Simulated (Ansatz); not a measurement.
# MgSnN: the cost of one run

Program: Ansatz 0.2.0. Level of theory: DFT PBE, scalar-relativistic, plane waves, PAW. These are calculated values, not measurements.

1 further run of the same task is left out (set aside as unsound or not needed).

### Step 1. The structure to begin with

Symmetry: P4/mmm, No. 123, tetragonal system. Conventional cell: a = 4.202 Å, b = 4.202 Å, c = 3.827 Å, α = 90.00°, β = 90.00°, γ = 90.00°. Mg (site symmetry 4/mmm) has 2 N at 1.91 Å as nearest neighbours. Sn (site symmetry 4/mmm) is surrounded by 4 Mg at 2.97 Å. N (site symmetry 4/mmm) is surrounded by 2 Mg at 1.91 Å.

As a file:

```cif
data_structure
_symmetry_space_group_name_H-M 'P4/mmm'
_symmetry_Int_Tables_number 123
_cell_length_a 4.2021
_cell_length_b 4.2021
_cell_length_c 3.8274
_cell_angle_alpha 90.000
_cell_angle_beta 90.000
_cell_angle_gamma 90.000
_cell_volume 67.58
loop_
_atom_site_label
_atom_site_type_symbol
_atom_site_symmetry_multiplicity
_atom_site_Wyckoff_symbol
_atom_site_fract_x
_atom_site_fract_y
_atom_site_fract_z
_atom_site_occupancy
Mg1 Mg 1 d 0.50000 0.50000 0.50000 1
Sn1 Sn 1 b 0.00000 0.00000 0.50000 1
N1 N 1 c 0.50000 0.50000 0.00000 1
```

It is the end of an earlier relaxation with the same method, from a generated guess; it needn't be the stable form of this composition. At a tolerance of 0.05 Å it has space group P4/mmm (No. 123); it has 22.53 Å³/atom, an uncorrected energy of +0.94 eV/atom over the elements.

### Step 2. Static run: bands, density of states and charges

Contents of input.yaml:

```yaml
crystal:
  lattice:
    - [4.2020632689, 0.0, 0.0]
    - [0.0, 4.2020632689, 0.0]
    - [0.0, 0.0, 3.8274459324]
  atoms:
    - { symbol: Mg, position: [0.5, 0.5, 0.5] }
    - { symbol: Sn, position: [0.0, 0.0, 0.5] }
    - { symbol: "N", position: [0.5, 0.5, 0.0] }
basis:
  ecutwfc: 420
kpoints:
  mp_grid: { grid: [12, 12, 12] }
  band_path:
    path:
      - [[0.0, 0.0, 0.0], [0.0, 0.5, 0.0], [0.5, 0.5, 0.0], [0.0, 0.0, 0.0], [0.0, 0.0, 0.5], [0.0, 0.5, 0.5], [0.5, 0.5, 0.5], [0.0, 0.0, 0.5]]
      - [[0.0, 0.5, 0.0], [0.0, 0.5, 0.5]]
      - [[0.5, 0.5, 0.0], [0.5, 0.5, 0.5]]
    npoints: 14
hamiltonian:
  xc: pbe
scf:
  occupations: { method: gaussian, width: 0.1 }
  n_extra_bands: 7
output:
  forces: true
  stress: true
  eigenvalues: true
  populations: true
  dos: { projected: true, de: 0.02, nscf_kmesh: { grid: [15, 15, 15] } }
  bader: true
  write_density: true
  write_potential: true
  elf: true
  volumetric_format: npy
```

Command:

```bash
$ ansatz run input.yaml --threads 1 --pin off --max-ram 2560MiB --backend cpu --events-out ev --progress --plain --runs-dir out
```

Q: Estimate wall time and peak memory on 1 thread of Arm Neoverse V2, shared host.

About 48 s, with a peak of 0.54 GiB.
